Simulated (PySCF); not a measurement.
# HBr: relaxation and vibrations of the singlet

The task is one start of a wider search on HBr: the singlet, from a linear start. It is relaxed, tested by its Hessian and followed downhill if it is a saddle.

The runs use PySCF 2.14.0; PBE0, basis H def2-TZVP, Br def2-TZVP, no relativity, density fitting.

### 1 The system as given

2 atoms, charge 0, spin multiplicity 1.

Bond lengths: H1–Br2 1.533 Å.

Coordinates in bohr (charge 0 multiplicity 1):
```
H     0.0000    0.0000    0.0000
Br    0.0000    0.0000    2.8970
```

### 2 First SCF at the start

One driver script runs all steps and calls PySCF; scf.py shows how it sets up the SCF of each step. The optimiser is the driver's own. After this first run the driver tries any further starts and a stability analysis.

Input file scf.py:

```python
from pyscf import gto, scf, dft
mol = gto.M(atom='''
H      0.000000     0.000000     0.000000
Br     0.000000     0.000000     1.533000''',
    basis={'H': 'def2-TZVP', 'Br': 'def2-TZVP'},
    charge=0, spin=0)
mf = dft.RKS(mol, xc='PBE0')
mf.grids.atom_grid = (50, 194)
aux = {'H': 'def2-universal-JKFIT', 'Br': 'def2-universal-JKFIT'}
mf = mf.density_fit(auxbasis=aux)
mf.conv_tol = 1e-08
mf.diis_space = 10
mf.max_cycle = 60
mf.init_guess = 'minao'
mf.verbose = 4
mf.kernel()
```

The run is started by

```
$ OMP_NUM_THREADS=2 python axn.py task.json out
```

What it wrote:

```text
init E= -2573.31332729992
  HOMO = -0.332452857864055  LUMO = -0.0472228346102472  gap/eV = 7.76150
cycle= 1 E= -2574.44035762416  delta_E= -1.13  |g|= 0.282  |ddm|= 1.02
  HOMO = -0.305143833126212  LUMO = -0.0468867159762683  gap/eV = 7.02753
cycle= 2 E= -2574.44540859442  delta_E= -0.00505  |g|= 0.183  |ddm|= 0.326
  HOMO = -0.321672848188534  LUMO = -0.0354932893662321  gap/eV = 7.78734
cycle= 3 E= -2574.45267630297  delta_E= -0.00727  |g|= 0.0443  |ddm|= 0.168
  HOMO = -0.318995684781716  LUMO = -0.0361361946759224  gap/eV = 7.69700
cycle= 4 E= -2574.45314236734  delta_E= -0.000466  |g|= 0.0048  |ddm|= 0.0345
  HOMO = -0.31990327395554  LUMO = -0.0356919476897541  gap/eV = 7.73378
cycle= 5 E= -2574.45314752885  delta_E= -5.16e-06  |g|= 0.0015  |ddm|= 0.0055
  HOMO = -0.319572441322314  LUMO = -0.0355401813119158  gap/eV = 7.72891
cycle= 6 E= -2574.4531479408  delta_E= -4.12e-07  |g|= 0.000231  |ddm|= 0.00158
  HOMO = -0.319628942732278  LUMO = -0.0355844873161777  gap/eV = 7.72924
cycle= 7 E= -2574.45314795245  delta_E= -1.16e-08  |g|= 7.78e-06  |ddm|= 0.000257
  HOMO = -0.319627268692128  LUMO = -0.0355820041933912  gap/eV = 7.72927
cycle= 8 E= -2574.45314795247  delta_E= -2.09e-11  |g|= 6.45e-07  |ddm|= 1.17e-05
  HOMO = -0.319627481077923  LUMO = -0.0355823653370004  gap/eV = 7.72926
Extra cycle  E= -2574.45314795247  delta_E= -3.18e-12  |g|= 3.47e-07  |ddm|= 1.1e-06
converged SCF energy = -2574.45314795247
```

This step, with its further starts and checks, ran for 0.8 s (2 threads of Intel Xeon 6975P-C (Granite Rapids), shared host).

No lower closed-shell solution turned up in the test of internal stability.

### 3 Linear start, singlet: relaxation

The program finds C∞v symmetry in the start, which this walk keeps. Threshold on the gradient: 0.0003 Eh/bohr, with a further test on the energy change.

Edit scf.py of step 2 so:

```diff
@@ -3,2 +3,2 @@
-H      0.000000     0.000000     0.000000
-Br     0.000000     0.000000     1.533000''',
+H      0.000000     0.000000    -1.513670
+Br     0.000000     0.000000     0.019330''',
@@ -14 +13,0 @@
-mf.init_guess = 'minao'
```

Energy and gradient, step by step:

```tsv
step	energy (Eh)	change (kJ/mol)	largest symmetric gradient (Eh/bohr)
0	-2574.453148	0.00	0.04322
1	-2574.458000	-12.74	0.00966
2	-2574.458166	-13.17	0.00335
3	-2574.458186	-13.23	0.00017
4	-2574.458186	-13.23	0.00001
```

The walk took 1.7 s.

After 4 steps and 13.2 kJ/mol it ends at C∞v: H–Br 1.421 Å.

### 4 Vibrations and properties at this point

On the finer grid the gradient is checked again; gradients at displacements of ±0.02 bohr then give force constants and infrared intensities.

Edit scf.py of step 3 so:

```diff
@@ -3,2 +3,2 @@
-H      0.000000     0.000000    -1.513670
-Br     0.000000     0.000000     0.019330''',
+H      0.000000     0.000000    -1.402644
+Br     0.000000    -0.000000     0.017912''',
@@ -8 +8 @@
-mf.grids.atom_grid = (50, 194)
+mf.grids.atom_grid = (75, 302)
@@ -11 +11 @@
-mf.conv_tol = 1e-08
+mf.conv_tol = 1e-10
```

The driver hands on the density of the step before, so the log starts near convergence.

SCF at the final geometry:

```text
init E= -2574.45811192188
  HOMO = -0.321493241881066  LUMO = -0.00634457707327751  gap/eV = 8.57563
cycle= 1 E= -2574.45811192188  delta_E= -4.55e-13  |g|= 1.59e-07  |ddm|= 2.35e-07
  HOMO = -0.321493279210146  LUMO = -0.00634459164690337  gap/eV = 8.57563
Extra cycle  E= -2574.45811192188  delta_E= 9.09e-13  |g|= 1.54e-07  |ddm|= 2.01e-07
converged SCF energy = -2574.45811192188
```

The whole step took 4.3 s.

Geometry: C∞v; H–Br 1.421 Å.

Modes, for the most abundant isotopes:

```
symmetry  ω (cm⁻¹)  IR (km/mol)  μ (u)
      σ+      2668         13.2   1.02
```

Every mode is real; the point is a minimum.

Constants and moments:

```
Dipole moment                                                   : 0.95 D
Highest occupied level                                          : -8.75 eV
Lowest empty level                                              : -0.17 eV
Rotational constants                                            : 8.395 cm⁻¹
Zero-point energy                                               : 16.0 kJ/mol
Principal polarisabilities                                      : 16.6, 16.6, 21.9 bohr³
Atomisation energy without zero-point energy                    : 381 kJ/mol
Principal traceless quadrupole moments about the centre of mass : -2.19, -2.19, 4.39 D Å
Entropy at 298.15 K and 1 bar                                   : 198.5 J/(mol K)
Heat capacity Cp at 298.15 K                                    : 29.1 J/(mol K)
Enthalpy at 298.15 K above 0 K                                  : 8.68 kJ/mol
Rotational symmetry number                                      : 1
```

Charges (e) and bond orders:

```tsv
atom	Mulliken	Löwdin	polar tensor	Mayer order to H1
H1	0.22	0.05	0.13	–
Br2	-0.22	-0.05	-0.13	0.96
```

Outer orbital energies (eV). occupied: -72.99, -72.99, -72.75, -72.75, -22.18, -12.50, -8.75, -8.75; empty: -0.17, 4.64, 6.92, 6.95.

Mulliken populations on H1: s 0.76, p 0.03.

### 5 Results

| quantity | value |
| --- | --- |
| minimum | singlet, C∞v |
| geometry | H–Br 1.421 Å |
| wavenumbers (cm⁻¹) | 2668 (σ+) |
| dipole moment | 0.95 D |
| highest occupied, lowest empty level | -8.75, -0.17 eV |
| polar-tensor charge of H1 | +0.13 e |
| zero-point energy | 16.0 kJ/mol |
| entropy at 298.15 K | 198.5 J/(mol K) |
| atomisation energy (no zero-point energy) | 381 kJ/mol |

In words: The linear start keeps its C∞v symmetry and ends in a minimum. The strongest infrared band lies at 2668 cm⁻¹ (σ+). Other starts or spin states, not run here, may lie lower.

The search up to here took 7 s.
